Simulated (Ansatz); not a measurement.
# C₁₂H₂₂: a ladder of functionals and wavefunction methods

An exercise on one series of results from a longer session: the logs are not shown, and one member is left open.

Program: Ansatz 0.2.0, Gaussian basis. Level of theory: functionals in def2-TZVPP, the program's frozen cores in correlated methods. These are calculated values, not measurements.

Plan: PBE-D4, r2SCAN-D4, PBE0-D4, B3LYP-D4, ωB97X-V, ωB97M-V, B2PLYP; CCSD(T)/def2-TZVPP; MP2/def2-QZVPP; extrapolation to the limit.

### The relaxed structure

The geometry comes from an earlier relaxation with PBE0-D4 in a triple-zeta def2 set; it is a stationary point, not always the lowest conformer.

SMILES `C1CCC(C2CCCCC2)CC1`, 34 atoms, charge 0, spin multiplicity 1.

Atoms are counted from 1 here; the program's logs count them from 0.

Bond lengths: C1–C2 1.520 Å, C1–C12 1.537 Å, C1–H13 1.093 Å, C1–H14 1.096 Å, C2–C3 1.528 Å, C2–H15 1.094 Å, C2–H16 1.096 Å, C3–C4 1.549 Å, C3–H17 1.094 Å, C3–H18 1.095 Å, C4–C5 1.537 Å, C4–C11 1.528 Å, C4–H19 1.098 Å, C5–C6 1.543 Å, C5–C10 1.535 Å, C5–H20 1.097 Å, C6–C7 1.521 Å, C6–H21 1.095 Å and more. Angles: C2–C1–C12 110.9°, C2–C1–H13 110.8°, C2–C1–H14 108.4°, C12–C1–H13 110.5°, C12–C1–H14 110.1°, H13–C1–H14 106.1°, C1–C2–C3 110.7°, C1–C2–H15 110.6°, C1–C2–H16 109.4°, C3–C2–H15 109.5°, C3–C2–H16 110.4°, H15–C2–H16 106.1°, C2–C3–C4 113.6°, C2–C3–H17 109.4°, C2–C3–H18 108.1°, C4–C3–H17 110.3°, C4–C3–H18 109.3°, H17–C3–H18 105.9° and more.

As a file:

| atom | x (Å) | y (Å) | z (Å) |
| --- | --- | --- | --- |
| C1 | 2.3213 | 1.7461 | 1.0092 |
| C2 | 1.4845 | 1.6137 | 2.2711 |
| C3 | 0.1351 | 0.9686 | 1.9595 |
| C4 | 0.2334 | -0.2332 | 0.9874 |
| C5 | -0.3565 | 0.0884 | -0.3951 |
| C6 | -1.8746 | 0.3495 | -0.3106 |
| C7 | -2.6750 | -0.9059 | -0.6210 |
| C8 | -2.4736 | -1.3292 | -2.0788 |
| C9 | -1.0645 | -0.9789 | -2.5697 |
| C10 | -0.0721 | -1.0193 | -1.4189 |
| C11 | 1.6826 | -0.7129 | 0.9237 |
| C12 | 2.6399 | 0.3643 | 0.4158 |
| H13 | 3.2435 | 2.2970 | 1.2116 |
| H14 | 1.7617 | 2.3470 | 0.2837 |
| H15 | 1.3242 | 2.5925 | 2.7321 |
| H16 | 2.0315 | 1.0170 | 3.0095 |
| H17 | -0.3461 | 0.6640 | 2.8933 |
| H18 | -0.5148 | 1.7336 | 1.5231 |
| H19 | -0.3667 | -1.0584 | 1.3920 |
| H20 | 0.1213 | 1.0065 | -0.7588 |
| H21 | -2.1604 | 1.1331 | -1.0207 |
| H22 | -2.1375 | 0.7317 | 0.6786 |
| H23 | -3.7367 | -0.7486 | -0.4133 |
| H24 | -2.3533 | -1.7097 | 0.0504 |
| H25 | -3.2180 | -0.8409 | -2.7152 |
| H26 | -2.6455 | -2.4056 | -2.1758 |
| H27 | -1.0573 | 0.0257 | -3.0074 |
| H28 | -0.7605 | -1.6597 | -3.3691 |
| H29 | -0.1373 | -1.9993 | -0.9290 |
| H30 | 0.9522 | -0.9345 | -1.7904 |
| H31 | 1.7688 | -1.6113 | 0.3082 |
| H32 | 1.9831 | -1.0170 | 1.9318 |
| H33 | 3.6635 | 0.0728 | 0.6691 |
| H34 | 2.6037 | 0.4131 | -0.6765 |

The first run:

Input file in.yaml:

```yaml
crystal:
  periodic: [false, false, false]
  atoms:
    - {symbol: C, position_ang: [2.321261, 1.746138, 1.009159]}
    - {symbol: C, position_ang: [1.484537, 1.613689, 2.271126]}
    - {symbol: C, position_ang: [0.135084, 0.968562, 1.959501]}
    - {symbol: C, position_ang: [0.233404, -0.233170, 0.987426]}
    - {symbol: C, position_ang: [-0.356512, 0.088354, -0.395108]}
    - {symbol: C, position_ang: [-1.874632, 0.349468, -0.310631]}
    - {symbol: C, position_ang: [-2.674991, -0.905852, -0.620950]}
    - {symbol: C, position_ang: [-2.473604, -1.329209, -2.078794]}
    - {symbol: C, position_ang: [-1.064534, -0.978889, -2.569675]}
    - {symbol: C, position_ang: [-0.072059, -1.019338, -1.418863]}
    - {symbol: C, position_ang: [1.682628, -0.712946, 0.923733]}
    - {symbol: C, position_ang: [2.639921, 0.364288, 0.415759]}
    - {symbol: H, position_ang: [3.243495, 2.296991, 1.211624]}
    - {symbol: H, position_ang: [1.761703, 2.346974, 0.283679]}
    - {symbol: H, position_ang: [1.324241, 2.592455, 2.732120]}
    - {symbol: H, position_ang: [2.031532, 1.016956, 3.009473]}
    - {symbol: H, position_ang: [-0.346134, 0.663959, 2.893318]}
    - {symbol: H, position_ang: [-0.514779, 1.733629, 1.523131]}
    - {symbol: H, position_ang: [-0.366728, -1.058426, 1.392017]}
    - {symbol: H, position_ang: [0.121340, 1.006531, -0.758791]}
    - {symbol: H, position_ang: [-2.160376, 1.133103, -1.020684]}
    - {symbol: H, position_ang: [-2.137501, 0.731720, 0.678597]}
    - {symbol: H, position_ang: [-3.736689, -0.748603, -0.413304]}
    - {symbol: H, position_ang: [-2.353307, -1.709730, 0.050391]}
    - {symbol: H, position_ang: [-3.217976, -0.840949, -2.715197]}
    - {symbol: H, position_ang: [-2.645487, -2.405605, -2.175805]}
    - {symbol: H, position_ang: [-1.057258, 0.025705, -3.007367]}
    - {symbol: H, position_ang: [-0.760486, -1.659683, -3.369127]}
    - {symbol: H, position_ang: [-0.137295, -1.999349, -0.928973]}
    - {symbol: H, position_ang: [0.952151, -0.934524, -1.790402]}
    - {symbol: H, position_ang: [1.768777, -1.611268, 0.308212]}
    - {symbol: H, position_ang: [1.983085, -1.016956, 1.931849]}
    - {symbol: H, position_ang: [3.663490, 0.072847, 0.669102]}
    - {symbol: H, position_ang: [2.603718, 0.413106, -0.676537]}
basis:
  gaussian: {orbitals: def2-TZVPP}
hamiltonian: {xc: pbe, dispersion: d4}
output: {forces: true, orbitals: {seedname: orbitals}}
```

The run is started by

```bash
$ ansatz run in.yaml --threads 11 --pin off --events-out ev --progress --plain --max-ram 174080MiB --backend cuda --devices 0, --max-vram 75GiB
```

Steps of the session up to this table: PBE-D4 (GGA); r2SCAN-D4 (meta-GGA); PBE0-D4 (hybrid); B3LYP-D4 (hybrid); ωB97X-V (range-separated); ωB97M-V (range-separated); B2PLYP (double hybrid); CCSD(T) in def2-TZVPP; MP2 in def2-QZVPP.

One table of the session follows, with a row left open; its other results are not shown here.

It belongs to the step «Atomisation energies». 

```
            method  atoms, summed (eV)  atomisation energy (eV)
            PBE-D4          -12640.864                  150.271
         r2SCAN-D4          -12653.116                  147.596
           PBE0-D4          -12644.785                  148.822
          B3LYP-D4          -12663.121                  147.092
           ωB97X-V          -12657.918                  147.571
           ωB97M-V          -12654.032                  147.685
            B2PLYP          -12650.407                  145.561
     HF/def2-TZVPP          -12607.187                  111.098
    MP2/def2-TZVPP                   ?                        ?
   CCSD/def2-TZVPP          -12635.439                  142.300
CCSD(T)/def2-TZVPP          -12636.102                  144.178
           MP2/CBS          -12632.451                  149.020
       CCSD(T)/CBS          -12639.778                  147.150
```

Q: Estimate the row for MP2/def2-TZVPP from the others.

The run gave: atoms, summed (eV): -12628.774; atomisation energy (eV): 146.048. In the column «atoms, summed (eV)» it lies between MP2/CBS (-12632.451) and HF/def2-TZVPP (-12607.187).
